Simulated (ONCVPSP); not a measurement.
# Pseudopotential generation for tungsten: ONCV, PBE

Task: generate the file, and judge it by its errors in other configurations, its logarithmic derivatives, its ghosts and its cutoff.

Program: ONCVPSP 4.0.1.1 (patched build). Reference atom: PBE, scalar-relativistic, spherical and spin-unpolarised. All values are calculated.

## Step 1: The design

The settings as typed:

- element: tungsten (W, Z = 74)
- type: optimised norm-conserving Vanderbilt (ONCV)
- frozen core: [Kr] 4d10
- valence charge: 28
- reference configuration: 4f13.5 5s2 5p6 5d4.5 6s2
- partial waves: 5s+6s: rc 1.80 bohr, ncon 4, nbas 8, qcut 7.6 1/bohr, 2 projectors; 5p: rc 1.45 bohr, ncon 3, nbas 7, qcut 7.6 1/bohr, 1 projector; 5d: rc 2.20 bohr, ncon 4, nbas 9, qcut 6.4 1/bohr, 1 projector; 4f: rc 0.70 bohr, ncon 5, nbas 9, qcut 20.9 1/bohr, 2 projectors, debl 2.5 Ha
- local potential: polynomial inside 0.45 bohr (lpopt 5, dvloc0 -1 Ha)
- core correction: Teter function fitted to the true core (icmod 2), fcfact 0.65

An earlier all-electron run gives the scale for the radii.

All-electron outer shells of the reference configuration (PBE, scalar-relativistic, ld1.x):

```csv
shell,level (eV),outermost node (bohr),outermost maximum (bohr)
4d,-243.30,0.22,0.45
5s,-81.07,0.53,0.96
5p,-44.68,0.57,1.09
4f,-37.63,–,0.43
6s,-5.77,1.27,2.64
5d,-4.99,0.63,1.47
6p,-1.34,1.52,3.70
```

## Step 2: The generation run

W.dat reads:

```
# ATOM AND REFERENCE CONFIGURATION
# atsym  z   nc   nv     iexc    psfile
  W 74.00    9    5        4      upf
#
#   n    l    f
    1    0    2.00
    2    0    2.00
    2    1    6.00
    3    0    2.00
    3    1    6.00
    3    2   10.00
    4    0    2.00
    4    1    6.00
    4    2   10.00
    4    3   13.50
    5    0    2.00
    5    1    6.00
    5    2    4.50
    6    0    2.00
#
# PSEUDOPOTENTIAL AND OPTIMIZATION
# lmax
    3
#
#   l,   rc,      ep,       ncon, nbas, qcut
    0    1.80    0.00    4    8    7.60
    1    1.45    0.00    3    7    7.60
    2    2.20    0.00    4    9    6.40
    3    0.70    0.00    5    9   20.90
#
# LOCAL POTENTIAL
# lloc, lpopt,  rc(5),   dvloc0
    4    5    0.45   -1.00
#
# VANDERBILT-KLEINMAN-BYLANDER PROJECTORs
# l, nproj, debl
    0    2    0.80
    1    1    3.80
    2    1    1.00
    3    2    2.50
#
# MODEL CORE CHARGE
# icmod, fcfact, rcfact
    2    0.65    1.15
#
# LOG DERIVATIVE ANALYSIS
# epsh1, epsh2, depsh
   -4.00    5.00    0.02
#
# OUTPUT GRID
# rlmax, drl
    6.00    0.01
#
# TEST CONFIGURATIONS
# ncnf
    4
# nvcnf
#   n    l    f
    5
    4    3   14.00
    5    0    2.00
    5    1    6.00
    5    2    4.00
    6    0    2.00
#
    5
    4    3   14.00
    5    0    2.00
    5    1    6.00
    5    2    4.00
    6    0    1.00
#
    5
    4    3   14.00
    5    0    2.00
    5    1    6.00
    5    2    4.00
    6    0    0.00
#
    6
    4    3   14.00
    5    0    2.00
    5    1    6.00
    5    2    4.00
    6    0    0.00
    6    1    1.00
#
```

Launch:

```bash
$ oncvpsp.x < W.dat > W.out
```

Q: Predict the outcome of this session. Wanted: cutoffs for 1 and 0.1 mHa per electron, occupied waves; bound ghosts; GHOST(+) flags; largest test error; largest phase difference near zero energy, channels read; rms error of d²Exc/dn², without and with the model core.

As calculated:

| quantity | value |
| --- | --- |
| cutoffs for 1 and 0.1 mHa per electron, occupied waves | 572 Ha and 691 Ha |
| bound ghosts | s at -1683.47 eV, s at -54.48 eV, p at -981.82 eV, d at -298.73 eV |
| GHOST(+) flags | none at low energy |
| largest test error (AE − PS) | -73 meV, for 4f14 5s2 5p6 5d4 6s2 (1 test unsolved) |
| largest phase difference near zero energy, channels read | 0.018 rad |
| rms error of d²Exc/dn², without and with the model core | 5.38 and 1.51 mHa |

In words: A bound ghost (s, p, d) makes it unfit for use: electrons can fall into a state that the atom doesn't have. The worst unpolarised test, 4f14 5s2 5p6 5d4 6s2, is off by 73 meV on 15.4 eV; by total energies transferability rates as fair where solved. Of the tests 1 gave no usable energy difference, which is a warning in itself. By its cutoff, 572 Ha for the looser tolerance, it is very hard. At the looser tolerance the 4f wave is the slowest; 5p needs 23 Ha. Near zero energy the phases of the channels with partial waves agree within 0.018 rad. The pseudo curves have a pole with no partner nearby in the atom's: s at -2.00 Ha.
